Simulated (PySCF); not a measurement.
# [La3]+: other functionals and bases at one geometry

How far do other levels of theory move the description of [La3]+, and what does each cost? It is a constructed species; whether it can be made isn't addressed.

The runs use PySCF 2.14.0; several levels, as the steps say, no spin–orbit coupling.

3 further runs of the same task are left out: 2 for a known fault of the program, 1 that didn't finish.

## (1) The starting structure

3 atoms, charge 1, spin multiplicity 3.

Bond lengths: La1–La2 3.273 Å, La1–La3 3.273 Å, La2–La3 3.273 Å. Angles: La2–La1–La3 60.0°, La1–La2–La3 60.0°, La1–La3–La2 60.0°.

Geometry (Å):

```xyz
3
charge 1, multiplicity 3
La    1.88985   -0.00001    0.00000
La   -0.94491    1.63666    0.00000
La   -0.94494   -1.63665    0.00000
```

An earlier session relaxed this geometry at PBE0, La def2-SVP with ECP46 (triplet, point group D3h).

At PBE0 on the finer grid: E = -94.406310 Eh, HOMO -7.23 eV, LUMO -5.46 eV (over both spins), ⟨S²⟩ = 2.182, Mulliken charge on La1 +0.33 e, largest force component 0.004 eV/Å. 

Levels to run: TPSS; CAM-B3LYP; B3LYP; BP86; PBE0, TZVP; PBE0, x2c-SVP. Hardware: 2 threads of Arm Neoverse V1, shared host.

## (2) TPSS

Contents of run.py (the lines that set the calculation):

```python
mol = gto.M(atom='''
La     1.88985    -0.00001     0.00000
La    -0.94491     1.63666     0.00000
La    -0.94494    -1.63665     0.00000''',
    basis={'La': 'def2-SVP'},
    ecp={'La': 'def2-SVP'},
    charge=1, spin=2)
mf = dft.UKS(mol, xc='TPSS')
mf.grids.atom_grid = (75, 302)  # f atoms: unpruned, at least (60, 302)
mf = mf.density_fit()  # fitting sets: La def2-universal-JKFIT
mf.conv_tol = 1e-08; mf.max_cycle = 55
mf.kernel(dm0)  # dm0: the density of the relaxed state
```

Command:

```bash
OMP_NUM_THREADS=2 python run.py
```

Standard output:

```text
init E= -94.4461657039719
  HOMO = -0.245220564838  LUMO = -0.215132983355  gap/eV = 0.81872
cycle= 1 E= -94.4471297124514  delta_E= -0.000964  |g|= 0.0216  |ddm|= 0.193
  HOMO = -0.249706754026  LUMO = -0.218195329519  gap/eV = 0.85747
cycle= 2 E= -94.4465342140606  delta_E= 0.000595  |g|= 0.0371  |ddm|= 0.12
  HOMO = -0.246163749573  LUMO = -0.215102440032  gap/eV = 0.84522
cycle= 3 E= -94.4474891352685  delta_E= -0.000955  |g|= 0.00313  |ddm|= 0.0886
  HOMO = -0.247054139144  LUMO = -0.215809319595  gap/eV = 0.85021
cycle= 4 E= -94.4475003747465  delta_E= -1.12e-05  |g|= 0.000561  |ddm|= 0.0166
  HOMO = -0.246969056451  LUMO = -0.2156472382  gap/eV = 0.85231
cycle= 5 E= -94.447501281343  delta_E= -9.07e-07  |g|= 0.000832  |ddm|= 0.00699
  HOMO = -0.246992236298  LUMO = -0.215650151173  gap/eV = 0.85286
cycle= 6 E= -94.4475012650311  delta_E= 1.63e-08  |g|= 0.000913  |ddm|= 0.0039
  HOMO = -0.247053600024  LUMO = -0.215672151083  gap/eV = 0.85393
cycle= 7 E= -94.4475022946626  delta_E= -1.03e-06  |g|= 5.99e-05  |ddm|= 0.00303
  HOMO = -0.247064600567  LUMO = -0.215675388135  gap/eV = 0.85414
cycle= 8 E= -94.4475023187132  delta_E= -2.41e-08  |g|= 2.27e-05  |ddm|= 0.000788
  HOMO = -0.247059590864  LUMO = -0.215671145619  gap/eV = 0.85412
cycle= 9 E= -94.4475023238705  delta_E= -5.16e-09  |g|= 9.55e-06  |ddm|= 0.000452
  HOMO = -0.247060663129  LUMO = -0.215672562214  gap/eV = 0.85411
Extra cycle  E= -94.4475023227986  delta_E= 1.07e-09  |g|= 3.79e-05  |ddm|= 0.000143
converged SCF energy = -94.4475023227986  <S^2> = 2.1185716  2S+1 = 3.0780329
```

It took 14 s on 2 threads of Arm Neoverse V1, shared host.

Result: E = -94.447502 Eh, HOMO -6.72 eV, LUMO -6.10 eV (over both spins), ⟨S²⟩ = 2.119, Mulliken charge on La1 +0.33 e, largest force component 0.323 eV/Å. 

## (3) CAM-B3LYP

Changes to run.py (the lines that set the calculation) since step 2:

```diff
@@ -7,3 +7,3 @@
     charge=1, spin=2)
-mf = dft.UKS(mol, xc='TPSS')
+mf = dft.UKS(mol, xc='CAMB3LYP')
 mf.grids.atom_grid = (75, 302)  # f atoms: unpruned, at least (60, 302)
```

Command:

```bash
OMP_NUM_THREADS=2 python run.py
```

Standard output:

```text
init E= -94.2500002359707
  HOMO = -0.287054689917  LUMO = -0.162561723051  gap/eV = 3.38763
cycle= 1 E= -94.2510265903349  delta_E= -0.00103  |g|= 0.00677  |ddm|= 0.145
  HOMO = -0.289005575032  LUMO = -0.163979321329  gap/eV = 3.40214
cycle= 2 E= -94.2511915681231  delta_E= -0.000165  |g|= 0.00283  |ddm|= 0.0488
  HOMO = -0.288705978469  LUMO = -0.163834173516  gap/eV = 3.39793
cycle= 3 E= -94.2512622714285  delta_E= -7.07e-05  |g|= 0.00223  |ddm|= 0.0278
  HOMO = -0.289121714202  LUMO = -0.164146575857  gap/eV = 3.40075
cycle= 4 E= -94.2512940251909  delta_E= -3.18e-05  |g|= 0.00141  |ddm|= 0.0179
  HOMO = -0.289240845401  LUMO = -0.164298150373  gap/eV = 3.39986
cycle= 5 E= -94.2513191665165  delta_E= -2.51e-05  |g|= 0.000904  |ddm|= 0.0213
  HOMO = -0.289341958232  LUMO = -0.164394013888  gap/eV = 3.40001
cycle= 6 E= -94.2513345975924  delta_E= -1.54e-05  |g|= 0.000617  |ddm|= 0.0179
  HOMO = -0.289369331524  LUMO = -0.164427275811  gap/eV = 3.39985
cycle= 7 E= -94.2513403094383  delta_E= -5.71e-06  |g|= 0.000701  |ddm|= 0.00801
  HOMO = -0.289399264896  LUMO = -0.164454947352  gap/eV = 3.39991
cycle= 8 E= -94.2513472723274  delta_E= -6.96e-06  |g|= 0.000353  |ddm|= 0.0117
  HOMO = -0.28939346812  LUMO = -0.164453899582  gap/eV = 3.39978
cycle= 9 E= -94.2513530798656  delta_E= -5.81e-06  |g|= 0.000173  |ddm|= 0.0145
  HOMO = -0.289387791011  LUMO = -0.164442078164  gap/eV = 3.39995
cycle= 10 E= -94.2513543710677  delta_E= -1.29e-06  |g|= 8.8e-05  |ddm|= 0.00675
  HOMO = -0.289394121105  LUMO = -0.164437097229  gap/eV = 3.40025
cycle= 11 E= -94.2513546093134  delta_E= -2.38e-07  |g|= 3.48e-05  |ddm|= 0.00299
  HOMO = -0.289392764629  LUMO = -0.164435817843  gap/eV = 3.40025
cycle= 12 E= -94.2513546177919  delta_E= -8.48e-09  |g|= 4.55e-05  |ddm|= 0.000456
  HOMO = -0.289392568539  LUMO = -0.164435545664  gap/eV = 3.40025
Extra cycle  E= -94.251354612247  delta_E= 5.54e-09  |g|= 9.83e-05  |ddm|= 0.000348
converged SCF energy = -94.251354612247  <S^2> = 2.1312912  2S+1 = 3.0862866
```

Wall time 11 s (2 threads of Arm Neoverse V1, shared host).

Result: E = -94.251355 Eh, HOMO -7.87 eV, LUMO -4.47 eV (over both spins), ⟨S²⟩ = 2.131, Mulliken charge on La1 +0.33 e, largest force component 0.028 eV/Å. 

## (4) B3LYP

Changes to run.py (the lines that set the calculation) since step 3:

```diff
@@ -7,3 +7,3 @@
     charge=1, spin=2)
-mf = dft.UKS(mol, xc='CAMB3LYP')
+mf = dft.UKS(mol, xc='B3LYP')
 mf.grids.atom_grid = (75, 302)  # f atoms: unpruned, at least (60, 302)
```

Command:

```bash
OMP_NUM_THREADS=2 python run.py
```

Standard output:

```text
init E= -94.4398825999698
  HOMO = -0.260363935707  LUMO = -0.198464220392  gap/eV = 1.68438
cycle= 1 E= -94.4407852811997  delta_E= -0.000903  |g|= 0.0249  |ddm|= 0.268
  HOMO = -0.268270745179  LUMO = -0.203831379659  gap/eV = 1.75348
cycle= 2 E= -94.4403306747023  delta_E= 0.000455  |g|= 0.0371  |ddm|= 0.124
  HOMO = -0.264174083052  LUMO = -0.201148420353  gap/eV = 1.71502
cycle= 3 E= -94.441251361658  delta_E= -0.000921  |g|= 0.0019  |ddm|= 0.0804
  HOMO = -0.264766446617  LUMO = -0.201589280697  gap/eV = 1.71914
cycle= 4 E= -94.441264777328  delta_E= -1.34e-05  |g|= 0.000678  |ddm|= 0.0147
  HOMO = -0.264876331704  LUMO = -0.201665192604  gap/eV = 1.72006
cycle= 5 E= -94.4412722642828  delta_E= -7.49e-06  |g|= 0.000326  |ddm|= 0.0144
  HOMO = -0.265029667078  LUMO = -0.201778325306  gap/eV = 1.72116
cycle= 6 E= -94.441273616742  delta_E= -1.35e-06  |g|= 0.000587  |ddm|= 0.00842
  HOMO = -0.265047477065  LUMO = -0.201788053203  gap/eV = 1.72138
cycle= 7 E= -94.4412740553355  delta_E= -4.39e-07  |g|= 0.00013  |ddm|= 0.00202
  HOMO = -0.265038334638  LUMO = -0.201779794241  gap/eV = 1.72135
cycle= 8 E= -94.4412741526579  delta_E= -9.73e-08  |g|= 3.72e-05  |ddm|= 0.00164
  HOMO = -0.26503854424  LUMO = -0.20177782418  gap/eV = 1.72141
cycle= 9 E= -94.4412741890848  delta_E= -3.64e-08  |g|= 2.32e-05  |ddm|= 0.000882
  HOMO = -0.265044250816  LUMO = -0.201779181677  gap/eV = 1.72153
cycle= 10 E= -94.4412742108702  delta_E= -2.18e-08  |g|= 3.07e-05  |ddm|= 0.000894
  HOMO = -0.265045483049  LUMO = -0.201779416905  gap/eV = 1.72156
cycle= 11 E= -94.4412742139594  delta_E= -3.09e-09  |g|= 1.66e-05  |ddm|= 0.000226
  HOMO = -0.265045936637  LUMO = -0.201779257342  gap/eV = 1.72157
Extra cycle  E= -94.4412742102356  delta_E= 3.72e-09  |g|= 6.69e-05  |ddm|= 0.000205
converged SCF energy = -94.4412742102356  <S^2> = 2.1079384  2S+1 = 3.071116
```

It took 9 s on 2 threads of Arm Neoverse V1, shared host.

Result: E = -94.441274 Eh, HOMO -7.21 eV, LUMO -5.69 eV (over both spins), ⟨S²⟩ = 2.108, Mulliken charge on La1 +0.33 e, largest force component 0.271 eV/Å. 

## (5) BP86

Changes to run.py (the lines that set the calculation) since step 4:

```diff
@@ -7,3 +7,3 @@
     charge=1, spin=2)
-mf = dft.UKS(mol, xc='B3LYP')
+mf = dft.UKS(mol, xc='B88,P86')
 mf.grids.atom_grid = (75, 302)  # f atoms: unpruned, at least (60, 302)
```

Command:

```bash
OMP_NUM_THREADS=2 python run.py
```

Standard output:

```text
init E= -94.6214084652162
  HOMO = -0.25349325948  LUMO = -0.22774400615  gap/eV = 0.70067
cycle= 1 E= -94.6234785456677  delta_E= -0.00207  |g|= 0.0319  |ddm|= 0.408
  HOMO = -0.259611893871  LUMO = -0.231951751376  gap/eV = 0.75267
cycle= 2 E= -94.6222274725389  delta_E= 0.00125  |g|= 0.0545  |ddm|= 0.187
  HOMO = -0.254357325249  LUMO = -0.22798284294  gap/eV = 0.71769
cycle= 3 E= -94.6241850550647  delta_E= -0.00196  |g|= 0.00578  |ddm|= 0.13
  HOMO = -0.255708237102  LUMO = -0.229108571968  gap/eV = 0.72381
cycle= 4 E= -94.6242214947635  delta_E= -3.64e-05  |g|= 0.000912  |ddm|= 0.0308
  HOMO = -0.255479228156  LUMO = -0.228941746565  gap/eV = 0.72212
cycle= 5 E= -94.6242224902227  delta_E= -9.95e-07  |g|= 0.000729  |ddm|= 0.00601
  HOMO = -0.255479152227  LUMO = -0.228939991533  gap/eV = 0.72217
cycle= 6 E= -94.6242227227242  delta_E= -2.33e-07  |g|= 0.000593  |ddm|= 0.00292
  HOMO = -0.255488879164  LUMO = -0.228942270869  gap/eV = 0.72237
cycle= 7 E= -94.6242231780703  delta_E= -4.55e-07  |g|= 8.21e-05  |ddm|= 0.00186
  HOMO = -0.255508736567  LUMO = -0.228956822953  gap/eV = 0.72251
cycle= 8 E= -94.6242232277497  delta_E= -4.97e-08  |g|= 2.75e-05  |ddm|= 0.00129
  HOMO = -0.255503527042  LUMO = -0.228952438738  gap/eV = 0.72249
cycle= 9 E= -94.6242232354437  delta_E= -7.69e-09  |g|= 5.79e-06  |ddm|= 0.000682
  HOMO = -0.255503174008  LUMO = -0.228952563429  gap/eV = 0.72248
Extra cycle  E= -94.6242232348422  delta_E= 6.01e-10  |g|= 2.71e-05  |ddm|= 0.000101
converged SCF energy = -94.6242232348422  <S^2> = 2.1572722  2S+1 = 3.1030773
```

Wall time 8 s (2 threads of Arm Neoverse V1, shared host).

It gives: E = -94.624223 Eh, HOMO -6.95 eV, LUMO -6.44 eV (over both spins), ⟨S²⟩ = 2.157, Mulliken charge on La1 +0.33 e, largest force component 0.197 eV/Å. 

## (6) PBE0, TZVP

Basis: La def2-TZVP with ECP46. 

Contents of run.py (the lines that set the calculation):

```python
mol = gto.M(atom='''
La     1.88985    -0.00001     0.00000
La    -0.94491     1.63666     0.00000
La    -0.94494    -1.63665     0.00000''',
    basis={'La': 'def2-TZVP'},
    ecp={'La': 'def2-TZVP'},
    charge=1, spin=2)
mf = dft.UKS(mol, xc='PBE0')
mf.grids.atom_grid = (75, 302)  # f atoms: unpruned, at least (60, 302)
mf = mf.density_fit()  # fitting sets: La def2-universal-JKFIT
mf.conv_tol = 1e-08; mf.max_cycle = 55
mf.kernel(dm0)  # dm0: free metal ions and neutral atoms
```

Command:

```bash
OMP_NUM_THREADS=2 python run.py
```

Standard output:

```text
init E= -93.5371403892672
cycle= 1 E= -94.0189760062114  delta_E= -0.482  |g|= 0.705  |ddm|= 2.23
  HOMO = -0.124455654147  LUMO = -0.118929994454  gap/eV = 0.15036
cycle= 2 E= -92.4064906556651  delta_E= 1.61  |g|= 1.43  |ddm|= 3.64
  HOMO = -0.266492097897  LUMO = -0.250120793195  gap/eV = 0.44549
cycle= 3 E= -94.3081412482197  delta_E= -1.9  |g|= 0.279  |ddm|= 3.27
  HOMO = -0.250590875553  LUMO = -0.237198537319  gap/eV = 0.36442
cycle= 4 E= -93.5524913625513  delta_E= 0.756  |g|= 0.908  |ddm|=  2.1
  HOMO = -0.243761351041  LUMO = -0.214173596854  gap/eV = 0.80512
cycle= 5 E= -94.4033442398765  delta_E= -0.851  |g|= 0.0424  |ddm|= 1.74
  HOMO = -0.257992028254  LUMO = -0.201767106793  gap/eV = 1.52996
cycle= 6 E= -94.4060639557023  delta_E= -0.00272  |g|= 0.0409  |ddm|= 0.226
  HOMO = -0.260252144108  LUMO = -0.19924715411  gap/eV = 1.66003
cycle= 7 E= -94.4085890080644  delta_E= -0.00253  |g|= 0.0212  |ddm|= 0.0912
  HOMO = -0.261418508662  LUMO = -0.197726854827  gap/eV = 1.73314
cycle= 8 E= -94.4099505550827  delta_E= -0.00136  |g|= 0.014  |ddm|= 0.0765
  HOMO = -0.26339206793  LUMO = -0.195595007006  gap/eV = 1.84485
cycle= 9 E= -94.4113822701697  delta_E= -0.00143  |g|= 0.0136  |ddm|= 0.116
  HOMO = -0.264140452596  LUMO = -0.194556469879  gap/eV = 1.89348
cycle= 10 E= -94.4120389088545  delta_E= -0.000657  |g|= 0.00769  |ddm|= 0.0604
  HOMO = -0.264134556323  LUMO = -0.192922931252  gap/eV = 1.93777
cycle= 11 E= -94.4128365310165  delta_E= -0.000798  |g|= 0.0046  |ddm|= 0.0975
  HOMO = -0.262788822074  LUMO = -0.191704935205  gap/eV = 1.93429
cycle= 12 E= -94.4133656657331  delta_E= -0.000529  |g|= 0.00336  |ddm|= 0.101
  HOMO = -0.263136557676  LUMO = -0.19093697252  gap/eV = 1.96465
cycle= 13 E= -94.4135391048865  delta_E= -0.000173  |g|= 0.00313  |ddm|= 0.0533
  HOMO = -0.262846503636  LUMO = -0.190537732066  gap/eV = 1.96762
cycle= 14 E= -94.4136604946992  delta_E= -0.000121  |g|= 0.00163  |ddm|= 0.0512
  HOMO = -0.262590760414  LUMO = -0.190400764482  gap/eV = 1.96439
cycle= 15 E= -94.4137166975666  delta_E= -5.62e-05  |g|= 0.000847  |ddm|= 0.038
  HOMO = -0.262671023013  LUMO = -0.190298156407  gap/eV = 1.96937
cycle= 16 E= -94.4137344341904  delta_E= -1.77e-05  |g|= 0.000668  |ddm|= 0.0177
  HOMO = -0.262794516059  LUMO = -0.190174560061  gap/eV = 1.97609
cycle= 17 E= -94.4137485262233  delta_E= -1.41e-05  |g|= 0.000467  |ddm|= 0.0208
  HOMO = -0.262656532436  LUMO = -0.190271252469  gap/eV = 1.96970
cycle= 18 E= -94.4137541993524  delta_E= -5.67e-06  |g|= 0.000331  |ddm|= 0.0109
  HOMO = -0.262684532639  LUMO = -0.190231931224  gap/eV = 1.97154
cycle= 19 E= -94.413757913144  delta_E= -3.71e-06  |g|= 0.000296  |ddm|= 0.00779
  HOMO = -0.262698323616  LUMO = -0.190205490802  gap/eV = 1.97263
cycle= 20 E= -94.4137605332929  delta_E= -2.62e-06  |g|= 0.000287  |ddm|= 0.00538
  HOMO = -0.262675715372  LUMO = -0.190190084926  gap/eV = 1.97243
cycle= 21 E= -94.4137636548383  delta_E= -3.12e-06  |g|= 0.000349  |ddm|= 0.0075
  HOMO = -0.262703137287  LUMO = -0.190123133904  gap/eV = 1.97500
cycle= 22 E= -94.4137664323592  delta_E= -2.78e-06  |g|= 0.00021  |ddm|= 0.00857
  HOMO = -0.262674550558  LUMO = -0.190075232059  gap/eV = 1.97553
cycle= 23 E= -94.4137697692529  delta_E= -3.34e-06  |g|= 0.000135  |ddm|= 0.0128
  HOMO = -0.262672428755  LUMO = -0.190007672272  gap/eV = 1.97731
cycle= 24 E= -94.4137713680108  delta_E= -1.6e-06  |g|= 8.63e-05  |ddm|= 0.012
  HOMO = -0.262682292864  LUMO = -0.189973188698  gap/eV = 1.97852
cycle= 25 E= -94.4137716222712  delta_E= -2.54e-07  |g|= 4.16e-05  |ddm|= 0.00453
  HOMO = -0.262676884443  LUMO = -0.189966672969  gap/eV = 1.97855
cycle= 26 E= -94.4137716669376  delta_E= -4.47e-08  |g|= 3.19e-05  |ddm|= 0.00185
  HOMO = -0.262675933363  LUMO = -0.189964705829  gap/eV = 1.97857
cycle= 27 E= -94.4137716771179  delta_E= -1.02e-08  |g|= 1.75e-05  |ddm|= 0.000529
  HOMO = -0.262673943497  LUMO = -0.189962910108  gap/eV = 1.97857
cycle= 28 E= -94.413771681845  delta_E= -4.73e-09  |g|= 1.2e-05  |ddm|= 0.000438
  HOMO = -0.262675705688  LUMO = -0.189964085807  gap/eV = 1.97858
Extra cycle  E= -94.4137716825306  delta_E= -6.86e-10  |g|= 1.55e-05  |ddm|= 7.56e-05
converged SCF energy = -94.4137716825306  <S^2> = 2.1976813  2S+1 = 3.1290135
```

It took 19 s on 2 threads of Arm Neoverse V1, shared host.

Read off: E = -94.413772 Eh, HOMO -7.15 eV, LUMO -5.38 eV (over both spins), ⟨S²⟩ = 2.198, Mulliken charge on La1 +0.33 e, largest force component 0.023 eV/Å. 

## (7) PBE0, x2c-SVP

Basis: La x2c-SVPall. All electrons are treated, with the spin-free X2C Hamiltonian.

Contents of run.py (the lines that set the calculation):

```python
mol = gto.M(atom='''
La     1.88985    -0.00001     0.00000
La    -0.94491     1.63666     0.00000
La    -0.94494    -1.63665     0.00000''',
    basis={'La': 'x2c-SVPall'},
    nucmod='G',
    charge=1, spin=2)
mf = dft.UKS(mol, xc='PBE0')
mf.grids.atom_grid = (99, 590)  # f atoms: unpruned, at least (60, 302)
mf = mf.density_fit()  # fitting sets: La AutoAux
mf = mf.sfx2c1e()
mf.conv_tol = 1e-08; mf.max_cycle = 55
mf.kernel(dm0)  # dm0: free metal ions and neutral atoms
```

Command:

```bash
OMP_NUM_THREADS=2 python run.py
```

Standard output:

```text
init E= -25384.0514364481
cycle= 1 E= -25474.9663475664  delta_E= -90.9  |g|= 1.54  |ddm|= 4.89
  HOMO = -0.119404067062  LUMO = -0.10268722868  gap/eV = 0.45489
cycle= 2 E= -25473.0505685083  delta_E= 1.92  |g|=    2  |ddm|= 7.49
  HOMO = -0.35993948615  LUMO = -0.325435148347  gap/eV = 0.93891
cycle= 3 E= -25475.1047745222  delta_E= -2.05  |g|= 0.849  |ddm|= 6.27
  HOMO = -0.27720221376  LUMO = -0.264479738976  gap/eV = 0.34620
cycle= 4 E= -25474.7493540499  delta_E= 0.355  |g|= 0.902  |ddm|= 4.42
  HOMO = -0.273498915537  LUMO = -0.242552075074  gap/eV = 0.84211
cycle= 5 E= -25475.3912602484  delta_E= -0.642  |g|= 0.346  |ddm|= 3.89
  HOMO = -0.232457673884  LUMO = -0.201932256347  gap/eV = 0.83064
cycle= 6 E= -25475.5329609606  delta_E= -0.142  |g|= 0.112  |ddm|= 1.68
  HOMO = -0.260624395243  LUMO = -0.200576287875  gap/eV = 1.63399
cycle= 7 E= -25475.5407846752  delta_E= -0.00782  |g|= 0.0589  |ddm|= 0.229
  HOMO = -0.26258802918  LUMO = -0.198162058628  gap/eV = 1.75312
cycle= 8 E= -25475.5443695154  delta_E= -0.00358  |g|= 0.0259  |ddm|= 0.169
  HOMO = -0.263990934567  LUMO = -0.195785719319  gap/eV = 1.85596
cycle= 9 E= -25475.5454380939  delta_E= -0.00107  |g|= 0.0158  |ddm|= 0.107
  HOMO = -0.264276234161  LUMO = -0.195198387782  gap/eV = 1.87970
cycle= 10 E= -25475.5457877147  delta_E= -0.00035  |g|= 0.0112  |ddm|= 0.0763
  HOMO = -0.264880087346  LUMO = -0.193985317909  gap/eV = 1.92914
cycle= 11 E= -25475.5463162061  delta_E= -0.000528  |g|= 0.00395  |ddm|= 0.0868
...
cycle= 21 E= -25475.5468863433  delta_E= -3.21e-06  |g|= 0.000267  |ddm|= 0.00942
  HOMO = -0.264157767236  LUMO = -0.191628781857  gap/eV = 1.97361
cycle= 22 E= -25475.5468886699  delta_E= -2.33e-06  |g|= 0.000347  |ddm|= 0.00777
  HOMO = -0.264154478494  LUMO = -0.191573722942  gap/eV = 1.97502
cycle= 23 E= -25475.5468925955  delta_E= -3.93e-06  |g|= 0.000221  |ddm|= 0.0145
  HOMO = -0.264148970587  LUMO = -0.191472113248  gap/eV = 1.97764
cycle= 24 E= -25475.5468971604  delta_E= -4.56e-06  |g|= 0.000174  |ddm|= 0.0237
  HOMO = -0.264140220433  LUMO = -0.191455793495  gap/eV = 1.97784
cycle= 25 E= -25475.5468985472  delta_E= -1.39e-06  |g|= 0.000172  |ddm|= 0.0108
  HOMO = -0.264140807257  LUMO = -0.191382262205  gap/eV = 1.97986
cycle= 26 E= -25475.5468996913  delta_E= -1.14e-06  |g|= 0.0001  |ddm|= 0.0135
  HOMO = -0.264138912859  LUMO = -0.191339146056  gap/eV = 1.98098
cycle= 27 E= -25475.5469001718  delta_E= -4.81e-07  |g|= 6.54e-05  |ddm|= 0.0108
  HOMO = -0.264135391797  LUMO = -0.19132467645  gap/eV = 1.98128
cycle= 28 E= -25475.5469002693  delta_E= -9.75e-08  |g|= 2.73e-05  |ddm|= 0.0047
  HOMO = -0.264137841567  LUMO = -0.191319519795  gap/eV = 1.98149
cycle= 29 E= -25475.5469002863  delta_E= -1.7e-08  |g|= 2.44e-05  |ddm|= 0.00219
  HOMO = -0.264136836658  LUMO = -0.191318379286  gap/eV = 1.98149
cycle= 30 E= -25475.5469002908  delta_E= -4.5e-09  |g|= 1.45e-05  |ddm|= 0.000369
  HOMO = -0.264137543435  LUMO = -0.19131834236  gap/eV = 1.98151
Extra cycle  E= -25475.5469002917  delta_E= -8.51e-10  |g|= 2.8e-05  |ddm|= 0.000125
converged SCF energy = -25475.5469002917  <S^2> = 2.1765681  2S+1 = 3.1154891
```

It took 4 min on 2 threads of Arm Neoverse V1, shared host.

Result: E = -25475.546900 Eh, HOMO -7.19 eV, LUMO -5.38 eV (over both spins), ⟨S²⟩ = 2.177, Mulliken charge on La1 +0.33 e, largest force component 0.250 eV/Å. 

## (8) Results

| level | state | HOMO (eV) | gap (eV) | charge on La1 (e) | dipole (D) | largest force (eV/Å) | basis functions | time |
| --- | --- | --- | --- | --- | --- | --- | --- | --- |
| PBE0 (relaxed here) | triplet | -7.23 | 1.77 | 0.33 | 0.00 | 0.00 | 96 | 39 s |
| TPSS | triplet | -6.72 | 0.62 | 0.33 | 0.00 | 0.32 | 96 | 14 s |
| CAM-B3LYP | triplet | -7.87 | 3.40 | 0.33 | 0.00 | 0.03 | 96 | 11 s |
| B3LYP | triplet | -7.21 | 1.53 | 0.33 | 0.00 | 0.27 | 96 | 9 s |
| BP86 | triplet | -6.95 | 0.51 | 0.33 | 0.00 | 0.20 | 96 | 8 s |
| PBE0, TZVP | triplet | -7.15 | 1.76 | 0.33 | 0.00 | 0.02 | 120 | 19 s |
| PBE0, x2c-SVP | triplet | -7.19 | 1.81 | 0.33 | 0.00 | 0.25 | 198 | 4 min |

Times are on 2 threads of Arm Neoverse V1, shared host; the first row also made further properties. The dipole of a charged species depends on the origin, so these sizes hold for this origin alone.

In one basis the HOMO–LUMO gap runs from 0.51 eV (BP86) to 3.40 eV (CAM-B3LYP). The largest leftover force, 0.32 eV/Å with TPSS, stands at a geometry relaxed at another level. Total energies of different levels can't be compared. Spin–orbit coupling is left out throughout.
